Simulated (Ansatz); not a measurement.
**AlClH5PSi: energies of removing a hydrogen from a Python script**

A script is to give energies of removing a hydrogen; the system is AlClH5PSi. SMILES: P[SiH2][AlH][Cl].

Computed with Ansatz 0.2.0 through its Python package. Level of theory: MP2/cc-pVTZ.

**1. Starting point**

Bond lengths: P1–Si2 2.144 Å, Si2–Al3 2.349 Å, Al3–Cl4 2.194 Å, P1–H5 1.442 Å, P1–H6 1.448 Å, Si2–H7 1.491 Å, Si2–H8 1.427 Å, Al3–H9 1.616 Å. Angles: P1–Si2–Al3 108.5°, P1–Si2–H7 109.6°, P1–Si2–H8 110.8°, Al3–Si2–H7 109.3°, Al3–Si2–H8 108.6°, H7–Si2–H8 109.9°, Si2–P1–H5 97.0°, Si2–P1–H6 96.9°, H5–P1–H6 94.0°, Si2–Al3–Cl4 122.2°, Si2–Al3–H9 118.5°, Cl4–Al3–H9 119.1°.

The script holds or builds the structure itself.

**2. The code**

The input, bde_alclh5psi.py:

```python
"""Cost of removing each kind of hydrogen from AlClH5PSi, fragments frozen."""

import ansatz
from ase import Atoms


def energy(molecule, charge=0, unpaired=0):
    calc = molecule.calculation().basis(gaussian="cc-pVTZ").correlation("mp2")
    if charge:
        calc = calc.charge(charge)
    if unpaired:
        calc = calc.spin("collinear", total=unpaired)
    return calc.run().report["free_energy_ev"]

def without(molecule, index):
    rest = ansatz.Crystal.molecule()
    for i, site in enumerate(molecule.cartesian_sites):
        if i != index:
            rest = rest.atom(site.symbol, site.position_ang)
    return rest


def main() -> None:
    atoms = Atoms(["P", "Si", "Al", "Cl", "H", "H", "H", "H", "H"], positions=[
        (-1.3983, 1.5547, 0.1645),
        (-0.3582, -0.1408, 0.9656),
        (1.1792, -0.8991, -0.6397),
        (1.1408, -2.9488, -1.4202),
        (-0.2375, 2.2593, -0.3215),
        (-1.7116, 0.9734, -1.1246),
        (0.3762, 0.2595, 2.1993),
        (-1.2677, -1.1999, 1.2624),
        (2.3655, 0.0954, -1.1031),
    ])
    molecule = ansatz.Crystal.molecule_from_ase(atoms)

    whole = energy(molecule, 0)
    hydrogen = energy(ansatz.Crystal.molecule().atom("H", (0, 0, 0)), 0, 1)
    print(f"E(molecule) = {whole:.5f} eV, E(H) = {hydrogen:.5f} eV")
    for index in [5, 7, 8]:
        radical = energy(without(molecule, index), 0, 1)
        print(f"H{index}: homolysis {96.485332 * (radical + hydrogen - whole):.1f} kJ/mol")
        anion = energy(without(molecule, index), -1)
        print(f"H{index}: loss of a proton {96.485332 * (anion - whole):.1f} kJ/mol")


if __name__ == "__main__":
    main()
```

**3. The calls as engine input**

The engine receives this input (first run):

```yaml
crystal:
  periodic: [false, false, false]
  atoms:
    - { symbol: P, position_ang: [-1.3983, 1.5547, 0.1645] }
    - { symbol: Si, position_ang: [-0.3582, -0.1408, 0.9656] }
    - { symbol: Al, position_ang: [1.1792, -0.8991, -0.6397] }
    - { symbol: Cl, position_ang: [1.1408, -2.9488, -1.4202] }
    - { symbol: H, position_ang: [-0.2375, 2.2593, -0.3215] }
    - { symbol: H, position_ang: [-1.7116, 0.9734, -1.1246] }
    - { symbol: H, position_ang: [0.3762, 0.2595, 2.1993] }
    - { symbol: H, position_ang: [-1.2677, -1.1999, 1.2624] }
    - { symbol: H, position_ang: [2.3655, 0.0954, -1.1031] }
basis:
  gaussian:
    orbitals: cc-pVTZ
correlation:
  method: mp2
```

**4. The run**

Started as:

```
> python bde_alclh5psi.py
```

**Question.** What results will this script give? Wanted: weakest bond to hydrogen among those tried; easiest loss of a proton among those tried.

**Answer**, as computed:

| quantity | value |
| --- | --- |
| weakest bond to hydrogen among those tried (homolysis) | H8 (counted from 0), 336.6 kJ/mol |
| easiest loss of a proton among those tried | H5, 1456.0 kJ/mol |
| runs compared | 8 |

Atoms are numbered as in the script, from 0. The fragments aren't relaxed and zero-point energy is left out, so these aren't bond dissociation enthalpies. Losing a bare proton in the gas phase costs far more than homolysis, as charges must be parted. All 8 runs converged, in 10 to 20 cycles. Caveats:
- The geometry is a force-field or estimated start, not a minimum of this method, and the basis set is short of its limit. All parts are taken at fixed geometry, without zero-point energy.
- Anions want diffuse functions, which this basis lacks.
